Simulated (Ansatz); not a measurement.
# HMoN: the cost of one run

The runs use Ansatz 0.2.0, Gaussian basis; def2-QZVPP, core rule «outside noble gas», up to 5 orbitals frozen.

The runs, in order: UHF; ROHF; CCSD(T) on UHF.

2 further runs of the same task are left out: 2 set aside as unsound or not needed.

## (1) The system

The geometry is a PBE0/def2-TZVP stationary point (not a proven minimum) of the parent state, kept for this charge and spin. No spin-orbit coupling is included. Elements past krypton take def2 core potentials.

3 atoms, charge 1, spin multiplicity 2.

Atoms are counted from 1 here; the program's logs count them from 0.

Bond lengths: Mo1–N2 1.662 Å, N2–H3 1.015 Å. Angles: Mo1–N2–H3 180.0°.

As a file:

```
Mo    0.00000    0.00000    1.44627
N     0.00000    0.00000   -0.21552
H     0.00000    0.00000   -1.23075
```

## (2) UHF

Input file in.yaml:

```yaml
crystal:
  periodic: [false, false, false]
  atoms:
    - {symbol: Mo, position_ang: [0.000000, 0.000000, 1.446270]}
    - {symbol: N, position_ang: [0.000000, 0.000000, -0.215519]}
    - {symbol: H, position_ang: [0.000000, 0.000000, -1.230751]}
basis:
  gaussian: {orbitals: "def2-QZVPP.json"}
total_charge: 1
magnetization: {spin_polarized: true, initial_magnetization: 1}
hamiltonian: {xc: hf}
output: {orbitals: {seedname: orbitals}}
```

Launch:

```bash
> ansatz run in.yaml --threads 1 --pin off --events-out ev --progress --plain --max-ram 4096MiB --backend cpu
```

What time and memory should one allow on 1 thread of AMD EPYC 7R13, shared host?

About 49 s, with a peak of 0.38 GiB.
